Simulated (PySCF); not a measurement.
# TbO(OH): other functionals and bases at one geometry

The task here is to estimate one member of a computed series from the others.

Program: PySCF 2.14.0. Level of theory: several levels, as the steps say, no spin–orbit coupling. These are calculated values, not measurements.

1 further run of the same task is left out (for a known fault of the program).

**The starting structure**

4 atoms, charge 0, spin multiplicity 1.

Bond lengths: Tb1–O2 1.841 Å, Tb1–O3 2.070 Å, O3–H4 0.960 Å. Angles: O2–Tb1–O3 111.3°, Tb1–O3–H4 139.2°.

As a file:

```xyz
4

Tb   -0.0117   -0.0404   -0.4274
O     1.2426    0.0283    0.9180
O    -1.9351    0.0246    0.3345
H    -2.3792    0.0762    1.1838
```

Formal oxidation states: Tb +3. Each metal's 8 4f electrons lie in its core potential, so multiplicities, spins and levels count the valence alone. An earlier session relaxed this geometry at PBE0, Tb lcecp-1-SVP with ECP54, O def2-SVP, H def2-SVP (singlet, point group Cs).

At PBE0 on the finer grid: E = -187.320724 Eh, HOMO -6.29 eV, LUMO -2.05 eV, Mulliken charge on Tb1 +0.80 e, largest force component 0.014 eV/Å. 

Levels to run: revPBE; CAM-B3LYP; PBE0, TZVP. Hardware: 2 threads of Arm Neoverse V1, shared host.

The first run:

Input file run.py (the lines that set the calculation):

```python
mol = gto.M(atom='''
Tb    -0.01172    -0.04041    -0.42744
O      1.24262     0.02834     0.91799
O     -1.93515     0.02458     0.33447
H     -2.37918     0.07619     1.18379''',
    basis={'Tb': 'lcecp-1-SVP', 'O': 'def2-SVP', 'H': 'def2-SVP'},
    ecp={'Tb': 'lcecp-1-SVP'},
    charge=0, spin=0)
mf = dft.RKS(mol, xc='PBE_R,PBE')
mf.grids.atom_grid = (75, 302)  # f atoms: unpruned, at least (60, 302)
mf = mf.density_fit()  # fitting sets: Tb AutoAux, O def2-universal-JKFIT, H def2-universal-JKFIT
mf.conv_tol = 1e-08; mf.max_cycle = 55
mf.kernel(dm0)  # dm0: the density of the relaxed state
```

The run is started by

```
$ OMP_NUM_THREADS=2 python run.py
```

Steps of the session up to this table: revPBE; CAM-B3LYP; PBE0, TZVP.

One of the session's tables, all rows but one given; the rest of the session is left out.

```
              level  HOMO (eV)  gap (eV)  charge on Tb1 (e)  dipole (D)  largest force component (eV/Å)
PBE0 (relaxed here)      -6.29      4.24               0.80        6.16                            0.01
             revPBE      -4.85      2.26               0.66        5.58                            0.90
          CAM-B3LYP          ?         ?                  ?           ?                               ?
         PBE0, TZVP      -6.29      4.24               1.24        6.43                            0.26
```

Estimate the missing values for CAM-B3LYP.

The run gave: HOMO (eV): -7.61; gap (eV): 6.13; charge on Tb1 (e): 0.78; dipole (D): 6.40; largest force component (eV/Å): 0.08. In the column «HOMO (eV)» it is the lowest.

In one basis the HOMO–LUMO gap runs from 2.26 eV (revPBE) to 6.13 eV (CAM-B3LYP). The largest leftover force, 0.90 eV/Å with revPBE, stands at a geometry relaxed at another level. With 4f in the core, its levels are missing from HOMO and gap, and its count is fixed, so no charge can pass from the ligands into it. Total energies of different levels can't be compared.
